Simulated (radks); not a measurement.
# Fractional charge and spin in the 4s shell of manganese

Aim: the energy as the spin-up occupation of 4s runs from 0 to 1 and the spin-down one from 0 to 1, against the two flat planes that join the four corners. Added charge counts from the emptiest corner (up 0, down 0).

The numbers are computed with radks (a radial shooting solver on a logarithmic mesh, Libxc functionals) version 1 (non-relativistic Kohn-Sham, BLYP, spin-polarised, spherical densities, point nucleus), except any that are marked as measured or tabulated.

## 1. Starting point

| Property | Result |
| --- | --- |
| element | manganese (Z = 25) |
| configuration | [Ar] 3d(up 2.5, down 2.5) 4s(up 1, down 1) |

A shell typed twice in an input gives spin up, then spin down.

## 2. 4s: up 1, down 1

The run's settings:

```text
Z 25
configuration [Ar] 3d2.5 3d2.5 4s1 4s1
relativity non-relativistic
functional b88,lyp
spin polarised
nucleus point
```

## 3. 4s: up 1, down 0.75

The run's settings:

```text
Z 25
configuration [Ar] 3d2.5 3d2.5 4s1 4s0.75
relativity non-relativistic
functional b88,lyp
spin polarised
nucleus point
```

## 4. 4s: up 1, down 0.5

The run's settings:

```text
Z 25
configuration [Ar] 3d2.5 3d2.5 4s1 4s0.5
relativity non-relativistic
functional b88,lyp
spin polarised
nucleus point
```

## 5. 4s: up 1, down 0.25

The run's settings:

```text
Z 25
configuration [Ar] 3d2.5 3d2.5 4s1 4s0.25
relativity non-relativistic
functional b88,lyp
spin polarised
nucleus point
```

## 6. 4s: up 1, down 0

The run's settings:

```text
Z 25
configuration [Ar] 3d2.5 3d2.5 4s1 4s0
relativity non-relativistic
functional b88,lyp
spin polarised
nucleus point
```

## 7. 4s: up 0.75, down 0.75

The run's settings:

```text
Z 25
configuration [Ar] 3d2.5 3d2.5 4s0.75 4s0.75
relativity non-relativistic
functional b88,lyp
spin polarised
nucleus point
```

## 8. 4s: up 0.75, down 0.5

The run's settings:

```text
Z 25
configuration [Ar] 3d2.5 3d2.5 4s0.75 4s0.5
relativity non-relativistic
functional b88,lyp
spin polarised
nucleus point
```

## 9. 4s: up 0.75, down 0.25

The run's settings:

```text
Z 25
configuration [Ar] 3d2.5 3d2.5 4s0.75 4s0.25
relativity non-relativistic
functional b88,lyp
spin polarised
nucleus point
```

## 10. 4s: up 0.75, down 0

The run's settings:

```text
Z 25
configuration [Ar] 3d2.5 3d2.5 4s0.75 4s0
relativity non-relativistic
functional b88,lyp
spin polarised
nucleus point
```

## 11. 4s: up 0.5, down 0.5

The run's settings:

```text
Z 25
configuration [Ar] 3d2.5 3d2.5 4s0.5 4s0.5
relativity non-relativistic
functional b88,lyp
spin polarised
nucleus point
```

## 12. 4s: up 0.5, down 0.25

The run's settings:

```text
Z 25
configuration [Ar] 3d2.5 3d2.5 4s0.5 4s0.25
relativity non-relativistic
functional b88,lyp
spin polarised
nucleus point
```

## 13. 4s: up 0.5, down 0

The run's settings:

```text
Z 25
configuration [Ar] 3d2.5 3d2.5 4s0.5 4s0
relativity non-relativistic
functional b88,lyp
spin polarised
nucleus point
```

## 14. 4s: up 0.25, down 0.25

The run's settings:

```text
Z 25
configuration [Ar] 3d2.5 3d2.5 4s0.25 4s0.25
relativity non-relativistic
functional b88,lyp
spin polarised
nucleus point
```

## 15. 4s: up 0.25, down 0

The run's settings:

```text
Z 25
configuration [Ar] 3d2.5 3d2.5 4s0.25 4s0
relativity non-relativistic
functional b88,lyp
spin polarised
nucleus point
```

## 16. 4s: up 0, down 0

The run's settings:

```text
Z 25
configuration [Ar] 3d2.5 3d2.5 4s0 4s0
relativity non-relativistic
functional b88,lyp
spin polarised
nucleus point
```

What does the calculation give? Wanted: for each run, down \ up; 0; 0.25; 0.5; 0.75; 1.

The runs gave:

| down \ up | 0 | 0.25 | 0.5 | 0.75 | 1 |
| --- | --- | --- | --- | --- | --- |
| 0 | 0.000 | -0.692 | -0.919 | -0.686 | 0.000 |
| 0.25 | -0.692 | -0.864 | -0.583 | 0.145 | -0.610 |
| 0.5 | -0.919 | -0.583 | 0.195 | -0.517 | -0.805 |
| 0.75 | -0.686 | 0.145 | -0.517 | -0.761 | -0.597 |
| 1 | 0.000 | -0.610 | -0.805 | -0.597 | 0.000 |

**Reading.** The table gives the energy in eV minus the planes, whose edge runs along up + down = one added electron; mirror points follow by spin symmetry. With half an added electron in each spin it lies 0.20 eV above the planes. With half an electron added in spin up alone it lies 0.92 eV below them. The planes are only a guide here: the condition holds for ground states with one frontier orbital, and open shells stand beside this one.
